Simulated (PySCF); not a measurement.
# EuH8O4 (Eu(H2O)43+): the cost of one run

Method: PBE0, Eu lcecp-1-SVP with ECP52, O def2-SVP, H def2-SVP; scalar-relativistic core potentials, no spin–orbit coupling; program: PySCF 2.14.0.

2 further runs of the same task are left out: 2 for a known fault of the program.

**1. Starting geometry**

13 atoms, charge 3, spin multiplicity 1.

Bond lengths: Eu1–O2 2.320 Å, Eu1–O5 2.320 Å, Eu1–O8 2.320 Å, Eu1–O11 2.320 Å, O2–H3 0.984 Å, O2–H4 0.984 Å, O5–H6 0.984 Å, O5–H7 0.984 Å, O8–H9 0.984 Å, O8–H10 0.984 Å, O11–H12 0.984 Å, O11–H13 0.984 Å. Angles: O2–Eu1–O5 110.9°, O2–Eu1–O8 106.6°, O2–Eu1–O11 110.9°, O5–Eu1–O8 110.9°, O5–Eu1–O11 106.6°, O8–Eu1–O11 110.9°, Eu1–O2–H3 128.3°, Eu1–O2–H4 128.4°, H3–O2–H4 103.3°, Eu1–O5–H6 128.4°, Eu1–O5–H7 128.3°, H6–O5–H7 103.3°, Eu1–O8–H9 128.4°, Eu1–O8–H10 128.3°, H9–O8–H10 103.3°, Eu1–O11–H12 128.3°, Eu1–O11–H13 128.4°, H12–O11–H13 103.3°.

Geometry (Å):

```xyz
13

Eu    0.0000    0.0000    0.0000
O     1.3856    1.3474    1.2831
H     2.1862    1.0884    1.7925
H     1.3203    2.3162    1.4420
O    -1.3856   -1.2831    1.3474
H    -1.3203   -1.4420    2.3162
H    -2.1862   -1.7925    1.0884
O     1.3856   -1.3474   -1.2831
H     1.3203   -2.3162   -1.4420
H     2.1862   -1.0884   -1.7925
O    -1.3856    1.2831   -1.3474
H    -2.1862    1.7925   -1.0884
H    -1.3203    1.4420   -2.3162
```

Formal oxidation states: Eu +3. Each metal's 6 4f electrons lie in its core potential, so multiplicities, spins and levels count the valence alone. An earlier session relaxed this geometry at PBE0, Eu lcecp-1-SVP with ECP52, O def2-SVP, H def2-SVP (singlet, point group S4).

Its energy there is -339.504425 Eh.

**2. Atoms moved at random, σ = 0.1 Å**

File run.py (the lines that set the calculation):

```python
mol = gto.M(atom='''
Eu    -0.15043    -0.02615     0.01096
O      1.52907     1.40643     1.26530
H      1.98506     1.24327     1.90438
H      1.35409     2.20020     1.44871
O     -1.48278    -1.32727     1.27454
H     -1.34439    -1.56960     2.33554
H     -2.10542    -1.78709     1.14541
O      1.37885    -1.32605    -1.39776
H      1.42621    -2.17951    -1.49222
H      2.26580    -1.23589    -1.70075
O     -1.53927     1.24268    -1.46931
H     -2.10056     1.92214    -0.91090
H     -1.21621     1.43684    -2.41389''',
    basis={'Eu': 'lcecp-1-SVP', 'O': 'def2-SVP', 'H': 'def2-SVP'},
    ecp={'Eu': 'lcecp-1-SVP'},
    charge=3, spin=0)
mf = dft.RKS(mol, xc='PBE0')
mf.grids.atom_grid = (50, 194)  # f atoms: unpruned, at least (60, 302)
mf = mf.density_fit()  # fitting sets: Eu AutoAux, O def2-universal-JKFIT, H def2-universal-JKFIT
mf.conv_tol = 1e-08; mf.max_cycle = 55
mf.kernel(dm0)  # dm0: the density of the relaxed state
```

Launch:

```
> OMP_NUM_THREADS=2 python run.py
```

**Question.** How long does this run take on 2 threads of Arm Neoverse V2, shared host?

About 6.4 s.
